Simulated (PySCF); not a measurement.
# [TbH2]+: other functionals and bases at one geometry

An exercise on one series of results from a longer session: the logs are not shown, and one member is left open.

Method: several levels, as the steps say, no spin–orbit coupling; program: PySCF 2.14.0.

1 further run of the same task is left out (for a known fault of the program).

### Starting geometry

3 atoms, charge 1, spin multiplicity 1.

Bond lengths: Tb1–H2 1.917 Å, Tb1–H3 1.917 Å. Angles: H2–Tb1–H3 104.9°.

Coordinates:

```
atom     x (Å)    y (Å)     z (Å)
 Tb1   0.00000  0.00000  -0.19117
  H2   1.51985  0.00000   0.97740
  H3  -1.51985  0.00000   0.97740
```

Formal oxidation states: Tb +3. Each metal's 8 4f electrons lie in its core potential, so multiplicities, spins and levels count the valence alone. An earlier session relaxed this geometry at PBE0, Tb lcecp-1-SVP with ECP54, H def2-SVP (singlet, point group C2v).

At PBE0 on the finer grid: E = -37.351785 Eh, HOMO -12.76 eV, LUMO -7.80 eV, Mulliken charge on Tb1 +1.23 e, largest force component 0.003 eV/Å. 

Levels to run: revPBE; BP86; PBE0, TZVP. Hardware: 2 threads of Arm Neoverse V1, shared host.

The first run:

run.py (the lines that set the calculation) reads:

```python
mol = gto.M(atom='''
Tb     0.00000     0.00000    -0.19117
H      1.51985     0.00000     0.97740
H     -1.51985     0.00000     0.97740''',
    basis={'Tb': 'lcecp-1-SVP', 'H': 'def2-SVP'},
    ecp={'Tb': 'lcecp-1-SVP'},
    charge=1, spin=0)
mf = dft.RKS(mol, xc='PBE_R,PBE')
mf.grids.atom_grid = (75, 302)  # f atoms: unpruned, at least (60, 302)
mf = mf.density_fit()  # fitting sets: Tb AutoAux, H def2-universal-JKFIT
mf.conv_tol = 1e-08; mf.max_cycle = 55
mf.kernel(dm0)  # dm0: the density of the relaxed state
```

Command:

```bash
$ OMP_NUM_THREADS=2 python run.py
```

Among the steps run: revPBE; BP86; PBE0, TZVP.

One table of the session follows, with a row left open; its other results are not shown here.

```
              level  HOMO (eV)  gap (eV)  charge on Tb1 (e)  dipole (D)  largest force component (eV/Å)
PBE0 (relaxed here)     -12.76      4.96               1.23        4.36                            0.00
             revPBE          ?         ?                  ?           ?                               ?
               BP86     -11.73      3.18               1.17        3.97                            0.18
         PBE0, TZVP     -12.75      4.98               1.31        4.44                            0.07
```

Estimate the missing values for revPBE.

**Answer.** HOMO (eV): -11.60; gap (eV): 2.96; charge on Tb1 (e): 1.17; dipole (D): 4.00; largest force component (eV/Å): 0.18. In the column «HOMO (eV)» it is the highest.

The dipole of a charged species depends on the origin, so these sizes hold for this origin alone.

In one basis the HOMO–LUMO gap runs from 2.96 eV (revPBE) to 4.96 eV (PBE0). The largest leftover force, 0.18 eV/Å with BP86, stands at a geometry relaxed at another level. With 4f in the core, its levels are missing from HOMO and gap, and its count is fixed, so no charge can pass from the ligands into it. Total energies of different levels can't be compared.
